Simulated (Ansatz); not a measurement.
# C₄H₄F₆O: basis-set convergence

Aim: see how fast density functionals converge with the basis set for C₄H₄F₆O.

Computed with Ansatz 0.2.0, Gaussian basis. Level: one geometry, several basis sets.

The runs, in order: PBE0-D4/def2-SVP; ωB97M-V/def2-SVP; PBE0-D4/def2-QZVPP; ωB97M-V/def2-QZVPP; the functionals' def2-TZVPP values are taken from earlier runs.

### Step 1. The geometry

An earlier PBE0-D4 in a triple-zeta def2 set relaxation fixed the geometry.

SMILES `FC(F)O[C@@H](F)[C@H](F)C(F)F`, 15 atoms, charge 0, spin multiplicity 1.

Atoms are counted from 1 here; the program's logs count them from 0.

Bond lengths: F1–C2 1.349 Å, C2–F3 1.330 Å, C2–O4 1.374 Å, C2–H12 1.094 Å, O4–C5 1.387 Å, C5–F6 1.368 Å, C5–C7 1.516 Å, C5–H13 1.094 Å, C7–F8 1.365 Å, C7–C9 1.518 Å, C7–H14 1.095 Å, C9–F10 1.353 Å, C9–F11 1.349 Å, C9–H15 1.093 Å. Angles: F1–C2–F3 108.2°, F1–C2–O4 110.0°, F1–C2–H12 108.7°, F3–C2–O4 106.4°, F3–C2–H12 110.3°, O4–C2–H12 113.0°, C2–O4–C5 115.5°, O4–C5–F6 109.7°, O4–C5–C7 107.0°, O4–C5–H13 112.2°, F6–C5–C7 108.9°, F6–C5–H13 107.5°, C7–C5–H13 111.5°, C5–C7–F8 108.2°, C5–C7–C9 112.0°, C5–C7–H14 109.0°, F8–C7–C9 109.6°, F8–C7–H14 109.2° and more.

### Step 2. PBE0-D4 in def2-SVP

in.yaml reads:

```yaml
crystal:
  periodic: [false, false, false]
  atoms:
    - {symbol: F, position_ang: [-0.508247, -0.735460, -2.527670]}
    - {symbol: C, position_ang: [-0.511637, 0.556099, -2.138857]}
    - {symbol: F, position_ang: [-1.667016, 1.099738, -2.511236]}
    - {symbol: O, position_ang: [-0.468642, 0.635238, -0.767662]}
    - {symbol: C, position_ang: [0.736573, 0.270860, -0.186927]}
    - {symbol: F, position_ang: [1.666741, 1.251314, -0.401540]}
    - {symbol: C, position_ang: [0.490091, 0.144986, 1.303711]}
    - {symbol: F, position_ang: [1.663315, -0.218192, 1.899989]}
    - {symbol: C, position_ang: [-0.580577, -0.884918, 1.617768]}
    - {symbol: F, position_ang: [-0.205537, -2.097480, 1.147894]}
    - {symbol: F, position_ang: [-0.724233, -0.983407, 2.955406]}
    - {symbol: H, position_ang: [0.323402, 1.069932, -2.623474]}
    - {symbol: H, position_ang: [1.134214, -0.657414, -0.608183]}
    - {symbol: H, position_ang: [0.173398, 1.117130, 1.696275]}
    - {symbol: H, position_ang: [-1.543545, -0.619127, 1.173805]}
basis:
  gaussian: {orbitals: def2-SVP}
hamiltonian: {xc: pbe0, dispersion: d4}
output: {orbitals: {seedname: orbitals}}
```

Started as:

```sh
> ansatz run in.yaml --threads 4 --pin off --events-out ev --progress --plain --max-ram 66560MiB --backend cpu
```

After this run come: ωB97M-V in def2-SVP; PBE0-D4 in def2-QZVPP; ωB97M-V in def2-QZVPP.

**Question.** What will the summary of the whole plan be? Wanted: PBE0-D4: double and triple zeta above quadruple; ωB97M-V: double and triple zeta above quadruple.

**Answer**, as computed:

```
                                       quantity           value
PBE0-D4: double and triple zeta above quadruple  28.11, 1.14 eV
ωB97M-V: double and triple zeta above quadruple  28.66, 1.08 eV
```

In words: PBE0-D4 gains 26.97 eV from double to triple zeta, then 1.14 eV more. Total energies overstate the basis error of differences, where much of it tends to cancel. The LUMO of ωB97M-V is positive and keeps falling with the basis (3.59 to 1.98 eV): an unbound level that the basis holds in place.
